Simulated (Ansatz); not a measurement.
**C₂H₈GeSi: a ladder of functionals and wavefunction methods**

One table from this session's results is given with a row withheld; the runs are named, their logs left out.

The runs use Ansatz 0.2.0, Gaussian basis; functionals in def2-TZVPP, the program's frozen cores in correlated methods.

The runs, in order: PBE-D4, r2SCAN-D4, PBE0-D4, B3LYP-D4, ωB97X-V, ωB97M-V, B2PLYP; CCSD(T)/def2-TZVPP; MP2/def2-QZVPP; extrapolation to the limit.

## Structure used throughout

An earlier PBE0-D4 in a triple-zeta def2 set relaxation fixed the geometry.

SMILES `C=[C]([SiH3])[GeH3]`, 12 atoms, charge 0, spin multiplicity 1.

Atoms are counted from 1 here; the program's logs count them from 0.

Bond lengths: C1–C2 1.334 Å, C1–H5 1.089 Å, C1–H6 1.089 Å, C2–Si3 1.862 Å, C2–Ge4 1.949 Å, Si3–H7 1.488 Å, Si3–H8 1.488 Å, Si3–H9 1.488 Å, Ge4–H10 1.539 Å, Ge4–H11 1.539 Å, Ge4–H12 1.539 Å. Angles: C2–C1–H5 122.7°, C2–C1–H6 122.0°, H5–C1–H6 115.4°, C1–C2–Si3 120.3°, C1–C2–Ge4 119.1°, Si3–C2–Ge4 120.6°, C2–Si3–H7 110.4°, C2–Si3–H8 110.4°, C2–Si3–H9 109.7°, H7–Si3–H8 107.5°, H7–Si3–H9 109.5°, H8–Si3–H9 109.5°, C2–Ge4–H10 108.5°, C2–Ge4–H11 110.3°, C2–Ge4–H12 110.3°, H10–Ge4–H11 109.8°, H10–Ge4–H12 109.8°, H11–Ge4–H12 108.1°.

Coordinates:

```
C    -0.5418    1.5647   -0.0196
C    -0.1111    0.3025    0.0249
Si   -0.3403   -0.7145    1.5677
Ge    0.7591   -0.4579   -1.5448
H    -0.4276    2.1942   -0.9009
H    -1.0343    2.0363    0.8298
H     0.9777   -1.1671    2.0905
H    -1.1453   -1.9309    1.2713
H    -1.0325    0.0979    2.6045
H     0.7990    0.6128   -2.6489
H    -0.0169   -1.6902   -2.0417
H     2.1909   -0.9031   -1.1990
```

Set-up of the first run:

in.yaml reads:

```yaml
crystal:
  periodic: [false, false, false]
  atoms:
    - {symbol: C, position_ang: [-0.541791, 1.564700, -0.019550]}
    - {symbol: C, position_ang: [-0.111065, 0.302483, 0.024867]}
    - {symbol: Si, position_ang: [-0.340320, -0.714466, 1.567712]}
    - {symbol: Ge, position_ang: [0.759135, -0.457907, -1.544833]}
    - {symbol: H, position_ang: [-0.427572, 2.194168, -0.900873]}
    - {symbol: H, position_ang: [-1.034266, 2.036321, 0.829810]}
    - {symbol: H, position_ang: [0.977662, -1.167128, 2.090530]}
    - {symbol: H, position_ang: [-1.145253, -1.930904, 1.271321]}
    - {symbol: H, position_ang: [-1.032536, 0.097888, 2.604549]}
    - {symbol: H, position_ang: [0.798976, 0.612826, -2.648928]}
    - {symbol: H, position_ang: [-0.016880, -1.690188, -2.041684]}
    - {symbol: H, position_ang: [2.190910, -0.903093, -1.199019]}
basis:
  gaussian: {orbitals: def2-TZVPP}
hamiltonian: {xc: pbe, dispersion: d4}
output: {forces: true, orbitals: {seedname: orbitals}}
```

Launch:

```console
ansatz run in.yaml --threads 4 --pin off --events-out ev --progress --plain --max-ram 10444MiB
```

Among the steps run: PBE-D4 (GGA); r2SCAN-D4 (meta-GGA); PBE0-D4 (hybrid); B3LYP-D4 (hybrid); ωB97X-V (range-separated); ωB97M-V (range-separated); B2PLYP (double hybrid); CCSD(T) in def2-TZVPP; MP2 in def2-QZVPP.

One table of the session follows, with a row left open; its other results are not shown here.

```
            method  atomisation energy (kcal/mol)
            PBE-D4                          956.2
         r2SCAN-D4                          954.8
           PBE0-D4                          949.4
          B3LYP-D4                          953.3
           ωB97X-V                          958.5
           ωB97M-V                          952.9
            B2PLYP                          942.8
     HF/def2-TZVPP                              ?
    MP2/def2-TZVPP                          936.4
   CCSD/def2-TZVPP                          925.8
CCSD(T)/def2-TZVPP                          937.3
           MP2/CBS                          955.8
       CCSD(T)/CBS                          956.7
```

Estimate the missing values for HF/def2-TZVPP.

**Answer.** atomisation energy (kcal/mol): 717.9. In the column «atomisation energy (kcal/mol)» it is the lowest.

Limits of these values: Free atoms (2 C, 1 Si, 1 Ge, 8 H) were run apart at each level; the atomisation energy is their sum less the molecule, without zero-point or spin-orbit terms.
